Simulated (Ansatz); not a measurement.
# BFH₄OSi: basis-set convergence

Aim: see how fast density functionals converge with the basis set for BFH₄OSi.

Program: Ansatz 0.2.0, Gaussian basis. Level of theory: one geometry, several basis sets. These are calculated values, not measurements.

The runs, in order: PBE0-D4/def2-SVP; ωB97M-V/def2-SVP; PBE0-D4/def2-QZVPP; ωB97M-V/def2-QZVPP; the functionals' def2-TZVPP values are taken from earlier runs.

## (1) The geometry

All runs share one geometry, relaxed beforehand with PBE0-D4 in a triple-zeta def2 set.

8 atoms, charge 0, spin multiplicity 1.

Atoms are counted from 1 here; the program's logs count them from 0.

Bond lengths: B1–O2 1.352 Å, B1–H5 1.197 Å, B1–H6 1.203 Å, O2–Si3 1.641 Å, Si3–F4 1.589 Å, Si3–H7 1.479 Å, Si3–H8 1.474 Å. Angles: O2–B1–H5 118.0°, O2–B1–H6 119.8°, H5–B1–H6 122.2°, B1–O2–Si3 132.4°, O2–Si3–F4 107.9°, O2–Si3–H7 110.5°, O2–Si3–H8 108.0°, F4–Si3–H7 108.2°, F4–Si3–H8 108.2°, H7–Si3–H8 114.0°.

## (2) PBE0-D4 in def2-SVP

Input file in.yaml:

```yaml
crystal:
  periodic: [false, false, false]
  atoms:
    - {symbol: B, position_ang: [-0.781782, 1.310480, -0.304509]}
    - {symbol: O, position_ang: [-0.684136, -0.035837, -0.234360]}
    - {symbol: Si, position_ang: [0.530440, -1.034018, 0.237327]}
    - {symbol: F, position_ang: [1.130904, -1.719955, -1.064459]}
    - {symbol: H, position_ang: [-1.798889, 1.778510, -0.727765]}
    - {symbol: H, position_ang: [0.136773, 1.996320, 0.059282]}
    - {symbol: H, position_ang: [1.609141, -0.262563, 0.891786]}
    - {symbol: H, position_ang: [-0.050353, -2.090039, 1.086798]}
basis:
  gaussian: {orbitals: def2-SVP}
hamiltonian: {xc: pbe0, dispersion: d4}
output: {orbitals: {seedname: orbitals}}
```

Launch:

```
ansatz run in.yaml --threads 2 --pin off --events-out ev --progress --plain --max-ram 4352MiB
```

Further steps of the session: ωB97M-V in def2-SVP; PBE0-D4 in def2-QZVPP; ωB97M-V in def2-QZVPP.

Before running them: what should the planned runs give, taken together? Wanted: PBE0-D4: double and triple zeta above quadruple; ωB97M-V: double and triple zeta above quadruple.

As calculated:

| quantity | value |
| --- | --- |
| PBE0-D4: double and triple zeta above quadruple | 10.39, 0.61 eV |
| ωB97M-V: double and triple zeta above quadruple | 10.53, 0.57 eV |

**Reading.** PBE0-D4 gains 9.77 eV from double to triple zeta, then 0.61 eV more. Total energies overstate the basis error of differences, where much of it tends to cancel. The LUMO of ωB97M-V is positive and keeps falling with the basis (1.37 to 0.84 eV): an unbound level that the basis holds in place.
